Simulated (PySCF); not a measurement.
# C2H6OSSi2: the cost of one run

Programs: PySCF 2.14.0, with density-fitted response routines of our own. Each step states its level of theory. These are calculated values for one molecule in the gas phase, unless marked as measured. Atoms count from 0, in the outputs and in this text.

**1. Starting geometry**

12 atoms, charge 0, multiplicity 1; geometry from: GFN2-xTB. The atoms were then displaced at random by about 0.01 Å, so the start is not that level's minimum.

Bonds of the start (Å): C0–C1 1.23, C1–Si2 1.86, Si2–O3 1.65, Si2–S4 2.15, S4–Si5 2.14, C0–H6 1.03, Si2–H7 1.46, O3–H8 0.94, Si5–H9 1.46, Si5–H10 1.45, Si5–H11 1.47.

**2. Geometry optimisation at PBE0-D3(BJ)/def2-SVP**

What the job is given:

```
{"job": {"xc": "PBE0", "basis": "def2-SVP", "d3": "d3bj", "grid": 1, "shake": 0.01, "kind": "geom"}, "charge": 0, "multiplicity": 1}
C      1.512130    -1.653470     1.146560
C      1.348740    -0.749860     0.335370
Si     1.023370     0.583840    -0.919200
O      2.143060     0.553720    -2.127030
S     -0.913250     0.205730    -1.784430
Si    -2.239040     0.333500    -0.108850
H      1.640650    -2.398160     1.848380
H      1.127840     1.918480    -0.330330
H      1.909560     0.124000    -2.931300
H     -2.197880     1.687770     0.425010
H     -3.531000    -0.013130    -0.679210
H     -1.784490    -0.620690     0.910340
```

The run is started by

```
> OMP_NUM_THREADS=1 python probes_run.py task.json out
```

This one command runs all jobs of the session in turn.

**Question.** How long does this first job take on 1 thread of Arm Neoverse N1, shared host, and how much memory does it need?

About 2.5 min, with a peak of 0.53 GiB.
